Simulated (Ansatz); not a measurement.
# C₆H₁₄S: one species, many methods

How much do the methods differ for C₆H₁₄S? The plan is to run it at one geometry with functionals of several rungs and with coupled cluster. The yardstick is the atomisation energy at the CCSD(T) limit.

Program: Ansatz 0.2.0, Gaussian basis. Level of theory: functionals in def2-TZVPP, the program's frozen cores in correlated methods. These are calculated values, not measurements.

The runs, in order: LDA (SPW92), PBE-D4, revPBE-D4, BLYP-D4, r2SCAN-D4, B97M-V, PBE0-D4, B3LYP-D4, r2SCANh-D4, r2SCAN0-D4, HSE06-D4, BHLYP-D4, CAM-B3LYP-D4, LC-ωPBE, ωB97X-V, ωB97M-V, B2PLYP, PBE-QIDH; CCSD(T)/def2-SVP; CCSD(T)/def2-TZVPP; MP2/def2-QZVPP; extrapolation to the limit; RPA on PBE.

## 1. The geometry

All runs share one geometry, relaxed beforehand with PBE0-D4 in a triple-zeta def2 set.

SMILES `CCCCCCS`, 21 atoms, charge 0, spin multiplicity 1.

Atoms are counted from 1 here; the program's logs count them from 0.

Bond lengths: C1–C2 1.519 Å, C1–H8 1.094 Å, C1–H9 1.092 Å, C1–H10 1.094 Å, C2–C3 1.521 Å, C2–H11 1.095 Å, C2–H12 1.097 Å, C3–C4 1.522 Å, C3–H13 1.098 Å, C3–H14 1.096 Å, C4–C5 1.520 Å, C4–H15 1.094 Å, C4–H16 1.098 Å, C5–C6 1.519 Å, C5–H17 1.097 Å, C5–H18 1.096 Å, C6–S7 1.815 Å, C6–H19 1.091 Å and more. Angles: C2–C1–H8 111.0°, C2–C1–H9 111.7°, C2–C1–H10 111.1°, H8–C1–H9 107.7°, H8–C1–H10 107.4°, H9–C1–H10 107.7°, C1–C2–C3 112.7°, C1–C2–H11 109.2°, C1–C2–H12 109.7°, C3–C2–H11 110.0°, C3–C2–H12 109.0°, H11–C2–H12 106.1°, C2–C3–C4 114.7°, C2–C3–H13 109.2°, C2–C3–H14 108.6°, C4–C3–H13 109.2°, C4–C3–H14 108.8°, H13–C3–H14 105.8° and more.

## 2. LDA

This LDA is Slater exchange with PW92 correlation.

in.yaml

```yaml
crystal:
  periodic: [false, false, false]
  atoms:
    - {symbol: C, position_ang: [-2.167997, -1.025801, 2.165270]}
    - {symbol: C, position_ang: [-1.241194, -0.124532, 1.367961]}
    - {symbol: C, position_ang: [-0.999121, -0.634554, -0.044716]}
    - {symbol: C, position_ang: [-0.141628, 0.275892, -0.911894]}
    - {symbol: C, position_ang: [1.287024, 0.436926, -0.419609]}
    - {symbol: C, position_ang: [2.169959, 1.250270, -1.350949]}
    - {symbol: S, position_ang: [2.467055, 0.504365, -2.978164]}
    - {symbol: H, position_ang: [-1.754203, -2.034333, 2.254638]}
    - {symbol: H, position_ang: [-2.331954, -0.643848, 3.175533]}
    - {symbol: H, position_ang: [-3.144257, -1.114206, 1.680176]}
    - {symbol: H, position_ang: [-0.288243, -0.026888, 1.898497]}
    - {symbol: H, position_ang: [-1.664302, 0.886019, 1.315633]}
    - {symbol: H, position_ang: [-0.535805, -1.628386, 0.004758]}
    - {symbol: H, position_ang: [-1.968332, -0.780291, -0.535539]}
    - {symbol: H, position_ang: [-0.114910, -0.117116, -1.932667]}
    - {symbol: H, position_ang: [-0.611689, 1.265923, -0.975330]}
    - {symbol: H, position_ang: [1.737564, -0.551396, -0.267072]}
    - {symbol: H, position_ang: [1.295266, 0.931140, 0.558570]}
    - {symbol: H, position_ang: [3.133662, 1.469255, -0.888350]}
    - {symbol: H, position_ang: [1.700767, 2.211967, -1.578342]}
    - {symbol: H, position_ang: [3.172347, -0.550418, -2.538404]}
basis:
  gaussian: {orbitals: def2-TZVPP}
hamiltonian: {xc: lda}
output: {orbitals: {seedname: orbitals}}
```

Command:

```console
> ansatz run in.yaml --threads 2 --pin off --events-out ev --progress --plain --max-ram 32768MiB --backend cuda --devices 0, --max-vram 18GiB
```

The runs that follow: PBE-D4 (GGA); revPBE-D4 (GGA); BLYP-D4 (GGA); r2SCAN-D4 (meta-GGA); B97M-V (meta-GGA); B3LYP-D4 (hybrid); r2SCANh-D4 (hybrid); r2SCAN0-D4 (hybrid); HSE06-D4 (hybrid); BHLYP-D4 (hybrid); CAM-B3LYP-D4 (range-separated); LC-ωPBE (range-separated); ωB97X-V (range-separated); ωB97M-V (range-separated); B2PLYP (double hybrid); PBE-QIDH (double hybrid); CCSD(T) in def2-SVP; CCSD(T) in def2-TZVPP; MP2 in def2-QZVPP; RPA on PBE orbitals.

Before running them: what should the planned runs give, taken together? Wanted: atomisation energy, CCSD(T)/CBS; farthest beyond LDA; mean size of error, GGA; mean size of error, meta-GGA; mean size of error, hybrid; mean size of error, range-separated; mean size of error, double hybrid; gap, smallest and largest; T1 diagnostic.

**Answer**, as computed:

| quantity | value |
| --- | --- |
| atomisation energy, CCSD(T)/CBS | 8147.2 kJ/mol |
| functionals within 40.7 kJ/mol (0.5 %) | revPBE-D4, r2SCAN-D4, B97M-V, B3LYP-D4, r2SCANh-D4, CAM-B3LYP-D4, LC-ωPBE, ωB97X-V, ωB97M-V, PBE-QIDH |
| farthest beyond LDA | BHLYP-D4 (-168.8 kJ/mol) |
| mean size of error, GGA | 72.9 kJ/mol |
| mean size of error, meta-GGA | 18.7 kJ/mol |
| mean size of error, hybrid | 57.7 kJ/mol |
| mean size of error, range-separated | 23.3 kJ/mol |
| mean size of error, double hybrid | 44.6 kJ/mol |
| gap, smallest and largest | 5.05 eV (BLYP-D4), 12.32 eV (LC-ωPBE) |
| T1 diagnostic | 0.0091 |
| triples share of the correlation energy | 3.9 % |

**Reading.** LDA overbinds by 1091.6 kJ/mol (13 %). PBE-D4 misses by +141.1 kJ/mol. Double hybrids carry the basis error of their MP2 part in triple zeta, and no dispersion term here, so their miss is partly the set-up's. The rungs meta-GGA, range-separated miss on average by less than the doubt on the reference (40.7 kJ/mol), so they tie. Misses under about 40.7 kJ/mol are within the doubt on the reference itself, which lacks core-valence correlation, relativity and higher excitations. Hartree-Fock recovers 75 % of the binding; the rest is correlation. CCSD(T) in def2-SVP is off by -315.9 kJ/mol, so the small basis spoils what the method gains. The gap grows from 5.1 to 12.3 eV across the functionals, mostly with the share of exact exchange.
